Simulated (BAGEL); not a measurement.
# SiH2O2F (SMILES O[Si](O)F): UHF/3-21G (density fitting with qzvpp-jkfit)

What is the energy change on altering one bond length of SiH2O2F at UHF/3-21G (density fitting with qzvpp-jkfit)? 

Program for the calculation: BAGEL 1.2.2.

3 further runs of the same task are left out: 2 that didn't finish, 1 set aside as unsound or not needed.

### 1 Starting point

The species is SiH2O2F (6 atoms), meant as a doublet with charge 0. As SMILES, `O[Si](O)F`. Geometry: relaxed at PBE0-D4/def2-TZVP. This is one conformer, not always the lowest.

Bond lengths: O1–Si2 1.630 Å, Si2–O3 1.639 Å, Si2–F4 1.594 Å, O1–H5 0.959 Å, O3–H6 0.959 Å. Angles: O1–Si2–O3 107.8°, O1–Si2–F4 105.4°, O3–Si2–F4 111.3°, Si2–O1–H5 117.1°, Si2–O3–H6 117.8°.

### 2 A single-point energy at UHF/3-21G (density fitting with qzvpp-jkfit)

File job.json:

```json
{ "bagel": [

{
  "title": "molecule",
  "basis": "3-21g",
  "df_basis": "qzvpp-jkfit",
  "angstrom": "true",
  "geometry": [
    { "atom": "O", "xyz": [      -0.887300,       1.032000,      -0.626300 ] },
    { "atom": "Si", "xyz": [       0.382900,       0.026200,      -0.446500 ] },
    { "atom": "O", "xyz": [       0.346300,      -0.560700,       1.083400 ] },
    { "atom": "F", "xyz": [       0.159400,      -1.133900,      -1.516300 ] },
    { "atom": "H", "xyz": [      -1.051600,       1.658800,       0.081100 ] },
    { "atom": "H", "xyz": [       1.092300,      -1.086600,       1.378500 ] }
  ]
},

{
  "title": "uhf",
  "charge": 0,
  "nopen": 1
},

{
  "title": "print",
  "file": "orbitals.molden",
  "orbitals": "true"
}

]}
```

Run with:

```console
BAGEL_NUM_THREADS=1 BAGEL job.json > job.out
```

Log:

```text
* using 1 threads per process

  ===============================================================
  ===============================================================

  *** Geometry ***

  { "atom" : "O", "xyz" : [     -1.676754,      1.950197,     -1.183535 ] },
  { "atom" : "Si", "xyz" : [      0.723576,      0.049511,     -0.843763 ] },
  { "atom" : "O", "xyz" : [      0.654412,     -1.059569,      2.047329 ] },
  { "atom" : "F", "xyz" : [      0.301222,     -2.142760,     -2.865392 ] },
  { "atom" : "H", "xyz" : [     -1.987236,      3.134678,      0.153257 ] },
  { "atom" : "H", "xyz" : [      2.064148,     -2.053376,      2.604987 ] },

  Number of auxiliary basis functions:      395

  Since a DF basis is specified, we compute 2- and 3-index integrals:
    o Being stored without compression. Storage requirement is 0.006 GB

  Number of basis functions:       44
  Number of electrons      :       41

    * METHOD: MOLECULE                             0.07

  *** Open-shell HF ***

  === Nuclear Repulsion ===
   177.5318123184

      * DIIS with orbital gradients will be used.

  === UHF iteration (3-21g) ===
      0       -536.23022153          0.07718725           0.03
      1       -536.39771842          0.04330444           0.03
      2       -536.44175331          0.02448015           0.03
      3       -536.46045009          0.00094382           0.03
      4       -536.46071790          0.00038765           0.03
      5       -536.46074474          0.00011130           0.03
      6       -536.46075144          0.00002921           0.03
      7       -536.46075241          0.00001220           0.03
      8       -536.46075261          0.00000527           0.03
      9       -536.46075263          0.00000177           0.03
     10       -536.46075263          0.00000052           0.03
     11       -536.46075263          0.00000029           0.03
     12       -536.46075263          0.00000013           0.03
     13       -536.46075263          0.00000005           0.03
     14       -536.46075263          0.00000002           0.03
     15       -536.46075263          0.00000001           0.03
     16       -536.46075263          0.00000001           0.03
    * SCF iteration converged.

    * S^2 (UHF) is 0.7542

    * Permanent dipole moment:
           (   -1.128224,    -0.523092,    -0.888983) a.u.

    * METHOD: UHF                                  0.51

    * METHOD: PRINT                                0.00

  ===============================================================
```

Run time: 0.73 s. Hardware: 1 thread of Intel Xeon 6975P-C (Granite Rapids), shared host; peak memory 0.079 GiB.

### 3 The distorted shape

File job.json:

```json
{ "bagel": [

{
  "title": "molecule",
  "basis": "3-21g",
  "df_basis": "qzvpp-jkfit",
  "angstrom": true,
  "geometry": [
    { "atom": "O", "xyz": [      -0.708496,       1.960100,       0.229558 ] },
    { "atom": "Si", "xyz": [       0.561704,       0.954300,       0.409358 ] },
    { "atom": "O", "xyz": [       0.525104,       0.367400,       1.939258 ] },
    { "atom": "F", "xyz": [       0.159400,      -1.133900,      -1.516300 ] },
    { "atom": "H", "xyz": [      -0.872796,       2.586900,       0.936958 ] },
    { "atom": "H", "xyz": [       1.271104,      -0.158500,       2.234358 ] }
  ]
},

{ "title": "uhf", "nopen": 1 },

{ "title": "print", "file": "orbitals.molden", "orbitals": true }

]}
```

Run with:

```console
BAGEL_NUM_THREADS=1 BAGEL job.json > job.out
```

Log:

```text
* using 1 threads per process

  ===============================================================
  ===============================================================

  *** Geometry ***

  { "atom" : "O", "xyz" : [     -1.338863,      3.704052,      0.433802 ] },
  { "atom" : "Si", "xyz" : [      1.061467,      1.803366,      0.773575 ] },
  { "atom" : "O", "xyz" : [      0.992303,      0.694285,      3.664667 ] },
  { "atom" : "F", "xyz" : [      0.301222,     -2.142760,     -2.865392 ] },
  { "atom" : "H", "xyz" : [     -1.649345,      4.888533,      1.770594 ] },
  { "atom" : "H", "xyz" : [      2.402038,     -0.299522,      4.222325 ] },

  Number of auxiliary basis functions:      395

  Since a DF basis is specified, we compute 2- and 3-index integrals:
    o Being stored without compression. Storage requirement is 0.006 GB

  Number of basis functions:       44
  Number of electrons      :       41

    * METHOD: MOLECULE                             0.07

  *** Open-shell HF ***

  === Nuclear Repulsion ===
   149.5620959602

      * DIIS with orbital gradients will be used.

  === UHF iteration (3-21g) ===
      0       -535.91511464          0.08276303           0.03
      1       -535.75189476          0.10361304           0.03
      2       -535.90100869          0.08552830           0.03
      3       -536.26979695          0.00842924           0.03
      4       -536.30528117          0.01045068           0.03
      5       -536.33331908          0.00866818           0.03
      6       -536.35264589          0.00530826           0.03
      7       -536.35414641          0.00060088           0.03
      8       -536.35436807          0.00021556           0.03
      9       -536.35438625          0.00016390           0.03
     10       -536.35439538          0.00015208           0.03
     11       -536.35440835          0.00014769           0.03
     12       -536.35442249          0.00014503           0.03
     13       -536.35448137          0.00013452           0.03
     14       -536.35456697          0.00011464           0.03
     15       -536.35457990          0.00010035           0.03
     16       -536.35460584          0.00008656           0.03
     17       -536.35465958          0.00008329           0.03
     18       -536.35469651          0.00006363           0.03
     19       -536.35479718          0.00005535           0.03
     20       -536.35493363          0.00007307           0.03
     21       -536.35500891          0.00007823           0.03
     22       -536.35501219          0.00006787           0.03
     23       -536.35500722          0.00009878           0.03
     24       -536.35498759          0.00004078           0.03
     25       -536.35502961          0.00003548           0.03
     26       -536.35503047          0.00003154           0.03
     27       -536.35503318          0.00002044           0.03
     28       -536.35503580          0.00002514           0.03
     29       -536.35504678          0.00002520           0.03
     30       -536.35504790          0.00000632           0.03
     31       -536.35504884          0.00000235           0.03
     32       -536.35504882          0.00000134           0.03
     33       -536.35504881          0.00000112           0.03
     34       -536.35504882          0.00000109           0.03
     35       -536.35504883          0.00000104           0.03
     36       -536.35504885          0.00000096           0.03
     37       -536.35504886          0.00000091           0.03
     38       -536.35504887          0.00000084           0.03
     39       -536.35504887          0.00000079           0.03
     40       -536.35504887          0.00000071           0.03
     41       -536.35504888          0.00000061           0.03
     42       -536.35504888          0.00000041           0.03
     43       -536.35504888          0.00000031           0.03
     44       -536.35504888          0.00000024           0.03
     45       -536.35504888          0.00000023           0.03
     46       -536.35504888          0.00000022           0.03
     47       -536.35504888          0.00000021           0.03
     48       -536.35504888          0.00000020           0.03
     49       -536.35504888          0.00000019           0.03
     50       -536.35504888          0.00000019           0.03
     51       -536.35504888          0.00000019           0.03
     52       -536.35504888          0.00000019           0.03
     53       -536.35504888          0.00000018           0.03
     54       -536.35504888          0.00000016           0.03
     55       -536.35504888          0.00000016           0.03
     56       -536.35504888          0.00000015           0.03
     57       -536.35504888          0.00000014           0.03
     58       -536.35504888          0.00000014           0.03
     59       -536.35504888          0.00000013           0.03
     60       -536.35504888          0.00000013           0.03
     61       -536.35504888          0.00000013           0.03
     62       -536.35504888          0.00000013           0.03
     63       -536.35504888          0.00000013           0.03
     64       -536.35504888          0.00000013           0.03
     65       -536.35504888          0.00000013           0.03
     66       -536.35504888          0.00000013           0.03
     67       -536.35504888          0.00000013           0.03
     68       -536.35504888          0.00000013           0.03
     69       -536.35504888          0.00000013           0.03
     70       -536.35504888          0.00000013           0.03
     71       -536.35504888          0.00000013           0.03
     72       -536.35504888          0.00000013           0.03
     73       -536.35504888          0.00000012           0.03
     74       -536.35504888          0.00000011           0.03
     75       -536.35504888          0.00000008           0.03
     76       -536.35504888          0.00000004           0.03
     77       -536.35504889          0.00000002           0.03
     78       -536.35504889          0.00000001           0.03
     79       -536.35504889          0.00000001           0.03
    * SCF iteration converged.

    * S^2 (UHF) is 0.7667

    * Permanent dipole moment:
           (   -0.542088,    -0.093965,    -0.728915) a.u.

    * METHOD: UHF                                  2.25

    * METHOD: PRINT                                0.00

  ===============================================================
```

Wall time 2.5 s (1 thread of Intel Xeon 6975P-C (Granite Rapids), shared host); peak memory 0.079 GiB.

### 4 Results

Level: UHF/3-21G (density fitting with qzvpp-jkfit).

| quantity | value |
| --- | --- |
| first shape: total energy | -536.46075 Eh |
| first shape: dipole moment | 3.89 D |
| first shape: ⟨S²⟩ | 0.754 |
| distorted shape: total energy | -536.35505 Eh |
| distorted shape: dipole moment | 2.32 D |
| distorted shape: ⟨S²⟩ | 0.767 |
| energy change with the Si2–F4 bond stretched from 1.594 to 2.869 Å | 2.876 eV |

**Reading.** With the Si2–F4 bond stretched from 1.594 to 2.869 Å the energy rises by 2.88 eV (278 kJ/mol). The first shape isn't relaxed at this level, so the change isn't measured from a minimum.
